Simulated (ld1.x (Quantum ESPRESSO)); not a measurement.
# Pseudopotential generation for tin: RRKJ, BP86, part 2 of 2

Aim: build the potential from the settings below, then test how well it stands in for the atom: other configurations, scattering, ghost states and the plane-wave cutoff that it needs.

ld1.x (Quantum ESPRESSO) 7.5; BP86, scalar-relativistic. Earlier steps stand in the parts before.

### Step 3. Testing the new file in other configurations

Sn.test.in

```
 &input
   title='Sn', zed=50., rel=1, dft='BP', iswitch=2,
   config='[Kr] 4d10 5s1.5 5p2.5'
 /
 &test
   file_pseudo='Sn.UPF', nconf=8,
   configts(1)='4s2 4p6 4d10 5s1.5 5p2.5',
   configts(2)='4s2 4p6 4d10 5s2 5p2',
   configts(3)='4s2 4p6 4d10 5s2 5p1',
   configts(4)='4s2 4p6 4d10 5s2 5p0',
   configts(5)='4s2 4p6 4d10 5s2 5p1.5',
   configts(6)='4s2 4p6 4d10 5s0 5p0',
   configts(7)='4s1 4p6 4d10 5s2 5p2',
   configts(8)='4s2 4p6 4d9 5s2 5p3'
 /
```

Launch:

```bash
$ ld1.x < Sn.test.in > Sn.test.out
```

Sn.test.out, the pseudopotential blocks, each with the warnings that came before it:

```text
     Warning: convergence not achieved
     Warning: n=2, l=0 expected 1 nodes, found 2
     Warning: n=2, l=1 expected 0 nodes, found 1
     ---------------------- Testing the pseudopotential ----------------------

     Sn
     scalar relativistic calculation

     atomic number is 50.00   valence charge is 22.00
     dft =BP   lsd =0 sic =0 latt =0  beta=0.20 tr2=1.0E-14
     mesh =1243 r(mesh) = 100.78374 xmin = -7.00 dx = 0.01250

     n l     nl             e AE (Ry)        e PS (Ry)    De AE-PS (Ry)
     1 0     4S   1( 2.00)       -9.90824       -9.90823       -0.00001
     2 1     4P   1( 6.00)       -6.65602       -6.65602       -0.00000
     3 2     4D   1(10.00)       -1.96026       -1.96026        0.00000
     2 0     5S   1( 1.50)       -0.82014       -1.05046        0.23032  !
     3 1     5P   1( 2.50)       -0.30532       -0.36334        0.05803  !

     eps = 2.6E-12  iter =201

     Etot =  -12356.403015 Ry,   -6178.201507 Ha, -168117.427521 eV
     Etotps =  -431.768403 Ry,    -215.884201 Ha,   -5874.508385 eV

     Ekin =     149.312366 Ry,      74.656183 Ha,    2031.498235 eV
     Encl =    -888.386283 Ry,    -444.193142 Ha,  -12087.111142 eV
     Ehrt =     360.710050 Ry,     180.355025 Ha,    4907.710247 eV
     Ecxc =     -35.552025 Ry,     -17.776013 Ha,    -483.709942 eV
     Epseu=     -17.852511 Ry,      -8.926255 Ha,    -242.895783 eV

     ---------------------- End of pseudopotential test ----------------------

     Warning: convergence not achieved
     ---------------------- Testing the pseudopotential ----------------------

     Sn
     scalar relativistic calculation

     atomic number is 50.00   valence charge is 22.00
     dft =BP   lsd =0 sic =0 latt =0  beta=0.20 tr2=1.0E-14
     mesh =1243 r(mesh) = 100.78374 xmin = -7.00 dx = 0.01250

     n l     nl             e AE (Ry)        e PS (Ry)    De AE-PS (Ry)
     1 0     4S   1( 2.00)       -9.85044       -9.83122       -0.01921  !
     2 1     4P   1( 6.00)       -6.59841       -6.58065       -0.01776  !
     3 2     4D   1(10.00)       -1.90492       -1.89173       -0.01319  !
     2 0     5S   1( 2.00)       -0.78733       -1.00654        0.21920  !
     3 1     5P   1( 2.00)       -0.28199       -0.33437        0.05238  !

     eps = 3.5E-13  iter =201

     Etot =  -12356.658046 Ry,   -6178.329023 Ha, -168120.897401 eV
     Etotps =  -432.108246 Ry,    -216.054123 Ha,   -5879.132194 eV
     dEtot_ae =      -0.255031 Ry
     dEtot_ps =      -0.339844 Ry,   Delta E=       0.084812 Ry

     Ekin =     148.923879 Ry,      74.461940 Ha,    2026.212601 eV
     Encl =    -889.965192 Ry,    -444.982596 Ha,  -12108.593288 eV
     Ehrt =     362.171242 Ry,     181.085621 Ha,    4927.590771 eV
     Ecxc =     -35.629715 Ry,     -17.814858 Ha,    -484.766972 eV
     Epseu=     -17.608460 Ry,      -8.804230 Ha,    -239.575304 eV

     ---------------------- End of pseudopotential test ----------------------

     Warning: convergence not achieved
     ---------------------- Testing the pseudopotential ----------------------

     Sn
     scalar relativistic calculation

     atomic number is 50.00   valence charge is 22.00
     dft =BP   lsd =0 sic =0 latt =0  beta=0.20 tr2=1.0E-14
     mesh =1243 r(mesh) = 100.78374 xmin = -7.00 dx = 0.01250

     n l     nl             e AE (Ry)        e PS (Ry)    De AE-PS (Ry)
     1 0     4S   1( 2.00)      -10.43904      -10.47387        0.03483  !
     2 1     4P   1( 6.00)       -7.18700       -7.22255        0.03555  !
     3 2     4D   1(10.00)       -2.49166       -2.52985        0.03819  !
     2 0     5S   1( 2.00)       -1.32383       -1.59863        0.27481  !
     3 1     5P   1( 1.00)       -0.76641       -0.86078        0.09436  !

     eps = 7.3E-13  iter =201

     Etot =  -12356.141126 Ry,   -6178.070563 Ha, -168113.864342 eV
     Etotps =  -431.518193 Ry,    -215.759097 Ha,   -5871.104117 eV
     dEtot_ae =       0.261889 Ry
     dEtot_ps =       0.250209 Ry,   Delta E=       0.011680 Ry

     Ekin =     148.391981 Ry,      74.195991 Ha,    2018.975756 eV
     Encl =    -875.796626 Ry,    -437.898313 Ha,  -11915.820131 eV
     Ehrt =     348.549008 Ry,     174.274504 Ha,    4742.250836 eV
     Ecxc =     -35.178026 Ry,     -17.589013 Ha,    -478.621422 eV
     Epseu=     -17.484531 Ry,      -8.742265 Ha,    -237.889157 eV

     ---------------------- End of pseudopotential test ----------------------

     Warning: convergence not achieved
     ---------------------- Testing the pseudopotential ----------------------

     Sn
     scalar relativistic calculation

     atomic number is 50.00   valence charge is 22.00
     dft =BP   lsd =0 sic =0 latt =0  beta=0.20 tr2=1.0E-14
     mesh =1243 r(mesh) = 100.78374 xmin = -7.00 dx = 0.01250

     n l     nl             e AE (Ry)        e PS (Ry)    De AE-PS (Ry)
     1 0     4S   1( 2.00)      -11.13589      -11.23353        0.09764  !
     2 1     4P   1( 6.00)       -7.88355       -7.98013        0.09658  !
     3 2     4D   1(10.00)       -3.18380       -3.27866        0.09486  !
     2 0     5S   1( 2.00)       -1.93388       -2.27314        0.33926  !
     3 1     5P   1( 0.00)       -1.31831       -1.45937        0.14107  !

     eps = 1.7E-12  iter =201

     Etot =  -12355.103199 Ry,   -6177.551599 Ha, -168099.742626 eV
     Etotps =  -430.362745 Ry,    -215.181372 Ha,   -5855.383434 eV
     dEtot_ae =       1.299816 Ry
     dEtot_ps =       1.405658 Ry,   Delta E=      -0.105842 Ry

     Ekin =     147.458154 Ry,      73.729077 Ha,    2006.270386 eV
     Encl =    -859.087446 Ry,    -429.543723 Ha,  -11688.480156 eV
     Ehrt =     333.189121 Ry,     166.594560 Ha,    4533.268926 eV
     Ecxc =     -34.654405 Ry,     -17.327202 Ha,    -471.497195 eV
     Epseu=     -17.268168 Ry,      -8.634084 Ha,    -234.945395 eV

     ---------------------- End of pseudopotential test ----------------------

     Warning: convergence not achieved
     ---------------------- Testing the pseudopotential ----------------------

     Sn
     scalar relativistic calculation

     atomic number is 50.00   valence charge is 22.00
     dft =BP   lsd =0 sic =0 latt =0  beta=0.20 tr2=1.0E-14
     mesh =1243 r(mesh) = 100.78374 xmin = -7.00 dx = 0.01250

     n l     nl             e AE (Ry)        e PS (Ry)    De AE-PS (Ry)
     1 0     4S   1( 2.00)      -10.12885      -10.13574        0.00690  !
     2 1     4P   1( 6.00)       -6.87684       -6.88493        0.00809  !
     3 2     4D   1(10.00)       -2.18271       -2.19467        0.01196  !
     2 0     5S   1( 2.00)       -1.04400       -1.28997        0.24597  !
     3 1     5P   1( 1.50)       -0.51345       -0.58629        0.07284  !

     eps = 2.8E-13  iter =201

     Etot =  -12356.460243 Ry,   -6178.230122 Ha, -168118.206154 eV
     Etotps =  -431.879134 Ry,    -215.939567 Ha,   -5876.014965 eV
     dEtot_ae =      -0.057228 Ry
     dEtot_ps =      -0.110732 Ry,   Delta E=       0.053503 Ry

     Ekin =     148.705879 Ry,      74.352939 Ha,    2023.246552 eV
     Encl =    -883.247516 Ry,    -441.623758 Ha,  -12017.194655 eV
     Ehrt =     355.635472 Ry,     177.817736 Ha,    4838.667102 eV
     Ecxc =     -35.415973 Ry,     -17.707987 Ha,    -481.858865 eV
     Epseu=     -17.556996 Ry,      -8.778498 Ha,    -238.875098 eV

     ---------------------- End of pseudopotential test ----------------------

     ---------------------- Testing the pseudopotential ----------------------

     Sn
     scalar relativistic calculation

     atomic number is 50.00   valence charge is 22.00
     dft =BP   lsd =0 sic =0 latt =0  beta=0.20 tr2=1.0E-14
     mesh =1243 r(mesh) = 100.78374 xmin = -7.00 dx = 0.01250

     n l     nl             e AE (Ry)        e PS (Ry)    De AE-PS (Ry)
     1 0     4S   1( 2.00)      -12.96535      -13.32753        0.36218  !
     2 1     4P   1( 6.00)       -9.70942      -10.05547        0.34605  !
     3 2     4D   1(10.00)       -4.97952       -5.28171        0.30219  !
     2 0     5S   1( 0.00)       -3.38924       -3.96690        0.57765  !
     3 1     5P   1( 0.00)       -2.63769       -2.96437        0.32668  !

     eps = 8.4E-15  iter = 44

     Etot =  -12349.790305 Ry,   -6174.895153 Ha, -168027.457028 eV
     Etotps =  -424.151377 Ry,    -212.075688 Ha,   -5770.873468 eV
     dEtot_ae =       6.612709 Ry
     dEtot_ps =       7.617026 Ry,   Delta E=      -1.004317 Ry

     Ekin =     146.468365 Ry,      73.234183 Ha,    1992.803629 eV
     Encl =    -813.724575 Ry,    -406.862288 Ha,  -11071.286857 eV
     Ehrt =     294.351844 Ry,     147.175922 Ha,    4004.860854 eV
     Ecxc =     -33.125967 Ry,     -16.562984 Ha,    -450.701743 eV
     Epseu=     -18.121043 Ry,      -9.060522 Ha,    -246.549352 eV

     ---------------------- End of pseudopotential test ----------------------

     Warning: convergence not achieved
     Warning: n=3, l=2 expected 0 nodes, found 1
     ---------------------- Testing the pseudopotential ----------------------

     Sn
     scalar relativistic calculation

     atomic number is 50.00   valence charge is 22.00
     dft =BP   lsd =0 sic =0 latt =0  beta=0.20 tr2=1.0E-14
     mesh =1243 r(mesh) = 100.78374 xmin = -7.00 dx = 0.01250

     n l     nl             e AE (Ry)        e PS (Ry)    De AE-PS (Ry)
     1 0     4S   1( 1.00)      -11.10197      -11.07607       -0.02591  !
     2 1     4P   1( 6.00)       -7.81617       -7.78673       -0.02943  !
     3 2     4D   1(10.00)       -3.02877       -2.97891       -0.04986  !
     2 0     5S   1( 2.00)       -1.50320       -1.81736        0.31417  !
     3 1     5P   1( 2.00)       -0.88525       -0.99257        0.10732  !

     eps = 7.1E-13  iter =201

     Etot =  -12346.200617 Ry,   -6173.100309 Ha, -167978.616830 eV
     Etotps =  -421.668057 Ry,    -210.834028 Ha,   -5737.086178 eV
     dEtot_ae =      10.202398 Ry
     dEtot_ps =      10.100346 Ry,   Delta E=       0.102052 Ry

     Ekin =     154.494137 Ry,      77.247068 Ha,    2101.999816 eV
     Encl =    -861.457521 Ry,    -430.728760 Ha,  -11720.726666 eV
     Ehrt =     338.847001 Ry,     169.423501 Ha,    4610.248314 eV
     Ecxc =     -34.261595 Ry,     -17.130797 Ha,    -466.152746 eV
     Epseu=     -19.290079 Ry,      -9.645040 Ha,    -262.454895 eV

     ---------------------- End of pseudopotential test ----------------------

     Warning: convergence not achieved
     ---------------------- Testing the pseudopotential ----------------------

     Sn
     scalar relativistic calculation

     atomic number is 50.00   valence charge is 22.00
     dft =BP   lsd =0 sic =0 latt =0  beta=0.20 tr2=1.0E-14
     mesh =1243 r(mesh) = 100.78374 xmin = -7.00 dx = 0.01250

     n l     nl             e AE (Ry)        e PS (Ry)    De AE-PS (Ry)
     1 0     4S   1( 2.00)      -10.35613      -10.24754       -0.10859  !
     2 1     4P   1( 6.00)       -7.08360       -6.98539       -0.09821  !
     3 2     4D   1( 9.00)       -2.32753       -2.24482       -0.08271  !
     2 0     5S   1( 2.00)       -0.92866       -1.17072        0.24205  !
     3 1     5P   1( 3.00)       -0.36152       -0.42232        0.06080  !

     eps = 1.2E-12  iter =201

     Etot =  -12354.864040 Ry,   -6177.432020 Ha, -168096.488707 eV
     Etotps =  -430.417036 Ry,    -215.208518 Ha,   -5856.122111 eV
     dEtot_ae =       1.538974 Ry
     dEtot_ps =       1.351366 Ry,   Delta E=       0.187608 Ry

     Ekin =     146.343422 Ry,      73.171711 Ha,    1991.103685 eV
     Encl =    -878.962798 Ry,    -439.481399 Ha,  -11958.898093 eV
     Ehrt =     354.787640 Ry,     177.393820 Ha,    4827.131748 eV
     Ecxc =     -34.917311 Ry,     -17.458655 Ha,    -475.074215 eV
     Epseu=     -17.667989 Ry,      -8.833994 Ha,    -240.385236 eV

     ---------------------- End of pseudopotential test ----------------------
```

Excitation and ionisation energies from 4s2 4p6 4d10 5s1.5 5p2.5, with the error of the potential. A star marks tests that logged a warning.

```csv
valence configuration,charge,ΔE all-electron (eV),error AE − PS (meV)
4s2 4p6 4d10 5s2 5p2 *,0,-3.470,+1154
4s2 4p6 4d10 5s2 5p1 *,+1,3.563,+159
4s2 4p6 4d10 5s2 5p0 *,+2,17.685,-1440
4s2 4p6 4d10 5s2 5p1.5 *,+0.5,-0.779,+728
4s2 4p6 4d10 5s0 5p0,+4,89.970,-13664
4s1 4p6 4d10 5s2 5p2 *,+1,138.811,+1388
4s2 4p6 4d9 5s2 5p3 *,0,20.939,+2553
```

### Step 4. Logarithmic derivatives

Taken from the files of the generation run. The phase is arctan(r·u′/u) with u = r·R, unwrapped, with energies in Ry. A pole is an energy at which the radial function vanishes at the test radius. The pseudo phase is shifted by a multiple of π to meet the all-electron one at the reference energy. Levels narrower than the energy grid can be missing from the poles. The last column is the largest difference on the grid between −1 and +1 Ry.

| channel | radius (bohr) | reference (Ry) | poles AE | poles PS | window around the reference with phases within 0.05 rad (Ry) | largest difference near zero (rad) |
| --- | --- | --- | --- | --- | --- | --- |
| s | 1.91 | -9.91 | -9.84, 4.76 | -9.84, 2.40 | below -3.0 | 0.801 |
| p | 1.91 | -6.66 | -6.50 | -6.50, 4.67 | below -1.4 | 0.625 |
| d | 1.91 | -1.96 | -1.42 | -1.42 | below 3.1 | 0.002 |

Phases (rad) along the scan:

```csv
E (Ry),s AE,s PS,p AE,p PS
-12.00,1.393,1.393,1.403,1.403
-11.52,1.385,1.385,1.399,1.399
-11.04,1.373,1.373,1.394,1.393
-10.56,1.349,1.348,1.388,1.387
-10.08,1.153,1.151,1.381,1.381
-9.60,-1.693,-1.693,1.373,1.373
-9.12,-1.737,-1.738,1.364,1.363
-8.64,-1.755,-1.756,1.351,1.351
-8.16,-1.767,-1.768,1.333,1.332
-7.68,-1.779,-1.780,1.301,1.300
-7.20,-1.790,-1.792,1.210,1.208
-6.72,-1.803,-1.805,-1.064,-1.065
-6.24,-1.816,-1.820,-1.676,-1.677
-5.76,-1.832,-1.837,-1.740,-1.741
-5.28,-1.850,-1.856,-1.770,-1.773
-4.80,-1.871,-1.881,-1.794,-1.797
-4.32,-1.897,-1.911,-1.815,-1.819
-3.84,-1.929,-1.950,-1.837,-1.843
-3.36,-1.971,-2.004,-1.861,-1.869
-2.88,-2.027,-2.082,-1.889,-1.901
-2.40,-2.107,-2.205,-1.924,-1.942
-1.92,-2.226,-2.422,-1.967,-1.995
-1.44,-2.420,-2.838,-2.025,-2.070
-0.96,-2.752,-3.489,-2.105,-2.183
-0.48,-3.259,-4.019,-2.224,-2.372
0.00,-3.769,-4.303,-2.413,-2.711
0.48,-4.104,-4.460,-2.726,-3.267
0.96,-4.300,-4.556,-3.201,-3.826
1.44,-4.422,-4.622,-3.698,-4.169
1.92,-4.503,-4.672,-4.043,-4.361
2.40,-4.561,-4.713,-4.251,-4.477
2.88,-4.605,-4.747,-4.380,-4.554
3.36,-4.639,-4.779,-4.467,-4.610
3.84,-4.668,-4.810,-4.529,-4.654
4.32,-4.693,-4.842,-4.575,-4.689
4.80,-4.714,-4.878,-4.612,-4.720
```

### Step 5. Cutoff and ghost test in a Bessel basis

This step uses the generator's waves and projectors in a separate script. Basis: spherical Bessel functions vanishing at 20 bohr, q² up to the cutoff; potential fixed at the reference.

All-electron valence levels (Ry): 4p -6.6560, 5p -0.3053, 4d -1.9603, 4s -9.9082, 5s -0.8201. The lowest levels of each channel (Ry) by cutoff; the last column sums, over occupied levels, occupation times the distance from the level at 400 Ry. A positive value at high cutoff is not a bound level.

```csv
cutoff (Ry),p #1,p #2,d #1,s #1,s #2,f #1,Σ f·Δε (mRy)
8,-3.4086,-0.0980,-0.0794,-9.0648,-0.6559,0.0987,41234.9
18,-5.9082,-0.2307,-0.8620,-9.7058,-0.9891,0.0987,16298.2
40,-6.6453,-0.3442,-1.9099,-9.8604,-1.0357,0.0987,732.8
60,-6.6560,-0.3618,-1.9600,-9.8991,-1.0467,0.0987,30.7
100,-6.6560,-0.3629,-1.9602,-9.9063,-1.0496,0.0987,6.5
110,-6.6560,-0.3631,-1.9602,-9.9074,-1.0498,0.0987,3.3
140,-6.6560,-0.3633,-1.9603,-9.9080,-1.0503,0.0987,0.7
180,-6.6560,-0.3633,-1.9603,-9.9082,-1.0504,0.0987,0.2
400,-6.6560,-0.3633,-1.9603,-9.9082,-1.0505,0.0987,0.0
```

The sum stays within 10 mRy from 100 Ry and within 1 mRy from 140 Ry. The sum leaves out empty levels, which can need more. Ghost test: no level below the all-electron spectrum of its channel (p, d, s, f tested).

### Step 6. Outcome

What follows sums up all 2 parts.

| quantity | value |
| --- | --- |
| cutoffs for 10 and 1 mRy, occupied levels | 100 Ry and 140 Ry |
| bound ghosts | none found |
| largest miss of a reference level | 3134 meV (5s) |
| largest test error (AE − PS) | -13664 meV, for 4s2 4p6 4d10 5s0 5p0 |
| largest phase difference near zero energy, channels read | 0.801 rad |

In words: Already in the reference configuration the 5s level is off by 3134 meV; it has no partial wave or projector of its own. The worst unpolarised test, 4s2 4p6 4d10 5s0 5p0, is off by 13664 meV on 90.0 eV; by total energies transferability rates as poor. That test lies far up in energy; among those under 40 eV, nearer to bonding, the largest error is 2553 meV. By its cutoff, 100 Ry for the looser tolerance, it is hard. The slowest occupied level is 4s: taken alone it needs 110 Ry to come within 1 mRy, against 80 Ry for 5s. It is free of bound ghosts as far as tested. Near zero energy the largest phase difference among the channels read is 0.80 rad, in the s channel. These are tests on the free atom; a crystal test is still owed.
